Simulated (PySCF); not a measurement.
**[Eu(N2)]3+: forces at shaken geometries**

Aim: move all atoms of relaxed [Eu(N2)]3+ at random and read energies and forces. The structure is generated, not taken from experiment.

Program: PySCF 2.14.0. Level of theory: PBE0, Eu lcecp-1-SVP with ECP52, N def2-SVP; scalar-relativistic core potentials, no spin–orbit coupling. These are calculated values, not measurements.

2 further runs of the same task are left out: 2 for a known fault of the program.

## Step 1: The system as given

3 atoms, charge 3, spin multiplicity 1.

Bond lengths: Eu1–N2 2.423 Å, N2–N3 1.107 Å. Angles: Eu1–N2–N3 180.0°.

Geometry (Å):

| atom | x (Å) | y (Å) | z (Å) |
| --- | --- | --- | --- |
| Eu1 | 0.0000 | 0.0000 | -0.4369 |
| N2 | 0.0000 | 0.0000 | 1.9866 |
| N3 | 0.0000 | 0.0000 | 3.0934 |

Formal oxidation states: Eu +3. Each metal's 6 4f electrons lie in its core potential, so multiplicities, spins and levels count the valence alone. An earlier session relaxed this geometry at PBE0, Eu lcecp-1-SVP with ECP52, N def2-SVP (singlet, point group C∞v).

Its energy there is -143.212754 Eh.

## Step 2: Atoms moved at random, σ = 0.1 Å

The input, run.py (the lines that set the calculation):

```python
mol = gto.M(atom='''
Eu    -0.06605    -0.07331    -0.35812
N      0.00437     0.07791     1.98310
N      0.06168    -0.00460     3.01813''',
    basis={'Eu': 'lcecp-1-SVP', 'N': 'def2-SVP'},
    ecp={'Eu': 'lcecp-1-SVP'},
    charge=3, spin=0)
mf = dft.RKS(mol, xc='PBE0')
mf.grids.atom_grid = (50, 194)  # f atoms: unpruned, at least (60, 302)
mf = mf.density_fit()  # fitting sets: Eu AutoAux, N def2-universal-JKFIT
mf.conv_tol = 1e-08; mf.max_cycle = 55
mf.kernel(dm0)  # dm0: the density of the relaxed state
```

Run with:

```sh
$ OMP_NUM_THREADS=2 python run.py
```

What it wrote:

```text
init E= -143.368095476926
  HOMO = -0.99110254387049  LUMO = -0.756510213201919  gap/eV = 6.38358
cycle= 1 E= -143.192480857924  delta_E= 0.176  |g|= 0.122  |ddm|= 0.315
  HOMO = -1.03337040622343  LUMO = -0.784881530507701  gap/eV = 6.76173
cycle= 2 E= -143.186535120388  delta_E= 0.00595  |g|= 0.222  |ddm|= 0.258
  HOMO = -1.04235308155808  LUMO = -0.782607959243508  gap/eV = 7.06802
cycle= 3 E= -143.195884649069  delta_E= -0.00935  |g|= 0.0293  |ddm|= 0.149
  HOMO = -1.0335800789711  LUMO = -0.783880767654018  gap/eV = 6.79466
cycle= 4 E= -143.196086954834  delta_E= -0.000202  |g|= 0.00441  |ddm|= 0.0317
  HOMO = -1.03455553798689  LUMO = -0.783695584711432  gap/eV = 6.82625
cycle= 5 E= -143.196091579748  delta_E= -4.62e-06  |g|= 0.000659  |ddm|= 0.00562
  HOMO = -1.03439373628631  LUMO = -0.78373152293058  gap/eV = 6.82087
cycle= 6 E= -143.196091723402  delta_E= -1.44e-07  |g|= 0.000155  |ddm|= 0.00126
  HOMO = -1.03438594464235  LUMO = -0.783727478102448  gap/eV = 6.82076
cycle= 7 E= -143.196091729674  delta_E= -6.27e-09  |g|= 1.87e-05  |ddm|= 0.000199
  HOMO = -1.0343964890218  LUMO = -0.783727178139756  gap/eV = 6.82106
Extra cycle  E= -143.196091729744  delta_E= -7.03e-11  |g|= 1.26e-05  |ddm|= 3.97e-05
converged SCF energy = -143.196091729744
```

It took 0.9 s on 2 threads of Arm Neoverse V2, shared host.

It gives: E = -143.196092 Eh (+0.453 eV from the relaxed state), HOMO -28.15 eV, LUMO -21.33 eV, Mulliken charge on Eu1 +2.69 e, largest force component 13.153 eV/Å. 

| atom | Fx | Fy | Fz (eV/Å) |
| --- | --- | --- | --- |
| Eu1 | -0.042 | 0.037 | -0.825 |
| N2 | -0.652 | 0.807 | -12.329 |
| N3 | 0.693 | -0.844 | 13.153 |

## Step 3: Atoms moved at random, σ = 0.1 Å

run.py (the lines that set the calculation): that of step 2 with these lines changed.

```diff
@@ -1,5 +1,5 @@
 mol = gto.M(atom='''
-Eu    -0.06605    -0.07331    -0.35812
-N      0.00437     0.07791     1.98310
-N      0.06168    -0.00460     3.01813''',
+Eu     0.03621     0.04650    -0.39906
+N     -0.04070     0.03449     2.01472
+N      0.00449    -0.08099     3.02745''',
     basis={'Eu': 'lcecp-1-SVP', 'N': 'def2-SVP'},
```

Run with:

```sh
$ OMP_NUM_THREADS=2 python run.py
```

What it wrote:

```text
init E= -143.37537818401
  HOMO = -0.979017426276666  LUMO = -0.754348236929486  gap/eV = 6.11356
cycle= 1 E= -143.180806356765  delta_E= 0.195  |g|= 0.154  |ddm|= 0.359
  HOMO = -1.01189801246624  LUMO = -0.787597959122426  gap/eV = 6.10352
cycle= 2 E= -143.169845021742  delta_E= 0.011  |g|= 0.293  |ddm|= 0.334
  HOMO = -1.02810690508548  LUMO = -0.784242158674003  gap/eV = 6.63590
cycle= 3 E= -143.186085824334  delta_E= -0.0162  |g|= 0.0247  |ddm|= 0.194
  HOMO = -1.01993685989251  LUMO = -0.785500614361742  gap/eV = 6.37934
cycle= 4 E= -143.186231300283  delta_E= -0.000145  |g|= 0.00483  |ddm|= 0.0289
  HOMO = -1.02130845303484  LUMO = -0.785241825859466  gap/eV = 6.42370
cycle= 5 E= -143.186237054149  delta_E= -5.75e-06  |g|= 0.000774  |ddm|= 0.00668
  HOMO = -1.02106499891196  LUMO = -0.785298683769994  gap/eV = 6.41553
cycle= 6 E= -143.186237248725  delta_E= -1.95e-07  |g|= 0.000175  |ddm|= 0.00144
  HOMO = -1.02106164902382  LUMO = -0.785295024743657  gap/eV = 6.41554
cycle= 7 E= -143.186237256194  delta_E= -7.47e-09  |g|= 2.14e-05  |ddm|= 0.000196
  HOMO = -1.02107344609298  LUMO = -0.785294103062528  gap/eV = 6.41588
Extra cycle  E= -143.186237256281  delta_E= -8.72e-11  |g|= 1.47e-05  |ddm|= 4.56e-05
converged SCF energy = -143.186237256281
```

Run time: 0.9 s. Hardware: 2 threads of Arm Neoverse V2, shared host.

Result: E = -143.186237 Eh (+0.722 eV from the relaxed state), HOMO -27.78 eV, LUMO -21.37 eV, Mulliken charge on Eu1 +2.72 e, largest force component 17.999 eV/Å. 

| atom | Fx | Fy | Fz (eV/Å) |
| --- | --- | --- | --- |
| Eu1 | -0.039 | 0.068 | -0.234 |
| N2 | -0.654 | 1.826 | -17.765 |
| N3 | 0.693 | -1.894 | 17.999 |

## Step 4: Atoms moved at random, σ = 0.1 Å

run.py (the lines that set the calculation): that of step 3 with these lines changed.

```diff
@@ -1,5 +1,5 @@
 mol = gto.M(atom='''
-Eu     0.03621     0.04650    -0.39906
-N     -0.04070     0.03449     2.01472
-N      0.00449    -0.08099     3.02745''',
+Eu    -0.07085    -0.05447    -0.49932
+N      0.07937    -0.02244     1.92310
+N     -0.00852     0.07692     3.21933''',
     basis={'Eu': 'lcecp-1-SVP', 'N': 'def2-SVP'},
```

Run with:

```sh
$ OMP_NUM_THREADS=2 python run.py
```

What it wrote:

```text
init E= -142.641442641569
  HOMO = -1.17412057736431  LUMO = -0.875462653328083  gap/eV = 8.12690
cycle= 1 E= -143.087082504148  delta_E= -0.446  |g|= 0.498  |ddm|= 0.596
  HOMO = -0.950429971989534  LUMO = -0.766618508479059  gap/eV = 5.00176
cycle= 2 E= -142.616280033485  delta_E= 0.471  |g|= 1.56  |ddm|= 1.17
  HOMO = -0.96739630093845  LUMO = -0.78019327607477  gap/eV = 5.09405
cycle= 3 E= -143.127410280073  delta_E= -0.511  |g|= 0.23  |ddm|= 0.949
  HOMO = -1.01327653523638  LUMO = -0.771701140361482  gap/eV = 6.57360
cycle= 4 E= -143.142309967191  delta_E= -0.0149  |g|= 0.0215  |ddm|= 0.239
  HOMO = -1.00928400129353  LUMO = -0.774891122967024  gap/eV = 6.37816
cycle= 5 E= -143.142467019358  delta_E= -0.000157  |g|= 0.00205  |ddm|= 0.0297
  HOMO = -1.00930512753143  LUMO = -0.774538753086534  gap/eV = 6.38832
cycle= 6 E= -143.142468196148  delta_E= -1.18e-06  |g|= 0.000371  |ddm|= 0.00284
  HOMO = -1.00935632000365  LUMO = -0.774498098683131  gap/eV = 6.39082
cycle= 7 E= -143.142468244089  delta_E= -4.79e-08  |g|= 8.24e-05  |ddm|= 0.000571
  HOMO = -1.00935436766184  LUMO = -0.774501676929126  gap/eV = 6.39067
cycle= 8 E= -143.142468247089  delta_E= -3e-09  |g|= 1.1e-05  |ddm|= 0.000135
  HOMO = -1.00935647452004  LUMO = -0.774503404500716  gap/eV = 6.39068
Extra cycle  E= -143.142468247122  delta_E= -3.31e-11  |g|= 1.07e-05  |ddm|= 2.18e-05
converged SCF energy = -143.142468247122
```

Wall time 0.9 s (2 threads of Arm Neoverse V2, shared host).

It gives: E = -143.142468 Eh (+1.913 eV from the relaxed state), HOMO -27.47 eV, LUMO -21.08 eV, Mulliken charge on Eu1 +2.67 e, largest force component 15.220 eV/Å. 

| atom | Fx | Fy | Fz (eV/Å) |
| --- | --- | --- | --- |
| Eu1 | 0.082 | -0.024 | 0.379 |
| N2 | -1.223 | 1.245 | 14.841 |
| N3 | 1.142 | -1.220 | -15.220 |

## Step 5: The displacements side by side

| σ (Å) | energy rise (eV) | harmonic estimate −½ F·u (eV) | largest force component (eV/Å) |
| --- | --- | --- | --- |
| 0.1 | 0.453 | 0.453 | 13.15 |
| 0.1 | 0.722 | 0.724 | 18.00 |
| 0.1 | 1.913 | 1.558 | 15.22 |

Every displacement raises the energy. For a harmonic well the rise equals −½ F·u; the two differ by at most 19 % here (a move with σ = 0.1 Å), from anharmonicity, the grid and the small forces left at the relaxed point. The bases are small and lack diffuse functions. Spin–orbit coupling is left out.
